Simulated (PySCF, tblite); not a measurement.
# Si4H10O, a small molecule taken as a stand-in for a surface group: NMR shifts, core binding energies and electronic excitations

Wanted: the NMR shifts, core binding energies and electronic excitations for `[SiH3]O[SiH]([SiH3])[SiH3]`.

Programs: tblite 0.8.0 and PySCF 2.14.0. All values are calculated, for the isolated system unless a continuum is named. Atoms count from 0, parts from 1.

## Step 1: Starting point

15 atoms, charge 0, multiplicity 1; geometry: distance geometry start.

## Step 2: Relaxing the cluster with GFN2-xTB

Job settings and geometry (Å):

```
{"job": {"kind": "relax", "xc": "GFN2-xTB", "basis": "xTB"}, "charge": 0, "multiplicity": 1}
Si    -0.278076     0.181357    -0.943499
Si    -1.485634    -1.459917    -0.069800
Si    -0.628988     2.040327     0.224561
O      1.359291    -0.209793    -1.145892
Si     2.149689    -0.685157     0.261694
H     -0.827149     0.447528    -2.269371
H     -1.578949    -2.558482    -1.071561
H     -0.933975    -1.935594     1.215059
H     -2.788215    -0.907559     0.233542
H      0.495074     2.430629     1.082694
H     -1.810833     1.792036     1.111711
H     -0.982592     3.126768    -0.688966
H      1.717529     0.126490     1.444315
H      3.558249    -0.357709     0.072086
H      2.095826    -2.088533     0.543233
```

Level: GFN2-xTB geometry optimisation, gas phase.

Launch:

```console
OMP_NUM_THREADS=1 python cluster_run.py task.json out
```

One launch serves the whole session: the jobs run in the order shown.

**Question.** The jobs that follow are: PBE0-D3(BJ)/def2-SVP geometry optimisation, gas phase; GIAO PBE0/pcSseg-1 NMR shielding, non-relativistic, gas phase; delta-SCF UKS SCAN, pcX-2 on the ionised atom, pcseg-1 elsewhere, spin-free X2C; TDDFT CAM-B3LYP/def2-SVPD, vertical, gas phase, core orbitals frozen in the response. Predict: point group; rotational constants (main isotopes); ¹H shifts against TMS (PBE0/pcSseg-1); ²⁹Si shifts against TMS (PBE0/pcSseg-1); ¹⁷O shifts against H2O (PBE0/pcSseg-1); Si2p binding energies, SCAN/pcX-2; O1s binding energies, SCAN/pcX-2; lowest singlet (CAM-B3LYP/def2-SVPD); brightest single state of those computed; lowest triplet; vertical ionisation energy (ΔSCF).

**Answer**, as computed:

| quantity | value |
| --- | --- |
| point group | C1 |
| rotational constants (main isotopes) | 1.72, 1.31, 0.87 GHz |
| ¹H shifts against TMS (PBE0/pcSseg-1) | 5.87, 4.97, 4.89, 4.86, 3.89, 3.83, 3.72, 3.57, 3.44, 3.28 ppm |
| ²⁹Si shifts against TMS (PBE0/pcSseg-1) | -8.5, -37.0, -105.3, -107.5 ppm |
| ¹⁷O shifts against H2O (PBE0/pcSseg-1) | -7.5 ppm |
| Si2p binding energies, SCAN/pcX-2 | Si4 107.75, Si0 107.13, Si2 106.65, Si1 106.64 eV |
| O1s binding energies, SCAN/pcX-2 | O3 537.68 eV |
| lowest singlet (CAM-B3LYP/def2-SVPD) | 5.54 eV (224 nm), f = 0.004 |
| brightest single state of those computed | state 6, 7.24 eV, f = 0.154 |
| lowest triplet | 5.00 eV |
| vertical ionisation energy (ΔSCF) | 9.39 eV |

In words: Relaxing lowered the energy by 0.409 eV in 12 steps; the close pair that moved most is O3–Si4, from 1.582 to 1.660 Å (PBE0/def2-SVP). At PBE0/pcSseg-1: The widest tensor belongs to Si0: span 200 ppm, with a paramagnetic part of -519 ppm. The Si2p levels kept as sound span 1.11 eV, from Si1 (silicon bonded to Si, 3 H) up to Si4 (silicon bonded to O, 3 H). The lowest singlet, at 5.54 eV, is HOMO→LUMO 0.95 and is weak; of the 6 states computed, the strongest absorption comes from state 6 at 7.24 eV (the last computed, so partners may be missing). The lowest triplet lies 0.54 eV below the lowest singlet (triplets in Tamm-Dancoff, singlets in full TDDFT). The orbital energy would give 8.78 eV for ionisation, ΔSCF gives 9.39 eV. A capped cluster stands for the solid here, so long-range fields and strain are missing, and bands or shifts of the capping hydrogens have no counterpart in it.
